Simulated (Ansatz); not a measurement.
# LaInPt4: the cost of one run

All numbers below are computed with Ansatz 0.2.0 (DFT PBEsol, scalar-relativistic, plane waves, PAW).

1 further run of the same task is left out (set aside as unsound or not needed). Runs told in other sessions of the task aren't counted.

## Step 1: The starting structure

The cell holds 23 atoms (In4La3Pt16): a = 7.638 Å, b = 7.638 Å, c = 7.638 Å, α = 90.00°, β = 90.00°, γ = 90.00°.

The coordinates of this cell stand in the input of its own run.

The host was relaxed before at PBEsol: a = 7.638 Å, b = 7.638 Å, c = 7.638 Å, α = 90.00°, β = 90.00°, γ = 90.00° (conventional cell), 18.568 Å³/atom.

Places, in fractions of the supercell: a vacancy on La at (0.500, 0.000, 0.500). The start keeps the symmetry of the ideal site.

## Step 2: The perfect crystal in the supercell of 24 atoms

Contents of input.yaml:

```yaml
crystal:
  lattice:
    - [0.0, -7.6381898776, 0.0]
    - [7.6381898776, 0.0, 0.0]
    - [0.0, 0.0, 7.6381898776]
  atoms:
    - { symbol: In, position: [0.25, 0.75, 0.25] }
    - { symbol: In, position: [0.75, 0.25, 0.25] }
    - { symbol: In, position: [0.25, 0.25, 0.75] }
    - { symbol: In, position: [0.75, 0.75, 0.75] }
    - { symbol: La, position: [0.5, 0.0, 0.5] }
    - { symbol: La, position: [1.0, 0.5, 0.5] }
    - { symbol: La, position: [0.5, 0.5, 0.0] }
    - { symbol: La, position: [1.0, 0.0, 0.0] }
    - { symbol: Pt, position: [0.8756843677, 0.8756843677, 0.3756843677] }
    - { symbol: Pt, position: [0.3756843677, 0.3756843677, 0.3756843677] }
    - { symbol: Pt, position: [0.8756843677, 0.3756843677, 0.8756843677] }
    - { symbol: Pt, position: [0.3756843677, 0.8756843677, 0.8756843677] }
    - { symbol: Pt, position: [0.1243156323, 0.8756843677, 0.6243156323] }
    - { symbol: Pt, position: [0.6243156323, 0.3756843677, 0.6243156323] }
    - { symbol: Pt, position: [0.1243156323, 0.3756843677, 0.1243156323] }
    - { symbol: Pt, position: [0.6243156323, 0.8756843677, 0.1243156323] }
    - { symbol: Pt, position: [0.8756843677, 0.1243156323, 0.6243156323] }
    - { symbol: Pt, position: [0.3756843677, 0.6243156323, 0.6243156323] }
    - { symbol: Pt, position: [0.8756843677, 0.6243156323, 0.1243156323] }
    - { symbol: Pt, position: [0.3756843677, 0.1243156323, 0.1243156323] }
    - { symbol: Pt, position: [0.1243156323, 0.1243156323, 0.3756843677] }
    - { symbol: Pt, position: [0.6243156323, 0.6243156323, 0.3756843677] }
    - { symbol: Pt, position: [0.1243156323, 0.6243156323, 0.8756843677] }
    - { symbol: Pt, position: [0.6243156323, 0.1243156323, 0.8756843677] }
basis:
  ecutwfc: 420
  xc_grid: 2
kpoints:
  mp_grid: { grid: [3, 3, 3], shift: [0.0, 0.0, 0.0] }
hamiltonian:
  xc: pbesol
scf:
  occupations: { method: gaussian, width: 0.05 }
output:
  forces: true
  stress: true
  eigenvalues: true
```

Command:

```
$ ansatz run input.yaml --threads 8 --pin off --max-ram 14336MiB --backend cpu --events-out ev --progress --plain --runs-dir out
```

**Question.** How long does this run take on 8 threads of Intel Xeon Platinum 8488C (Sapphire Rapids), shared host, and how much memory does it need?

About 4.5 s, with a peak of 2.1 GiB.
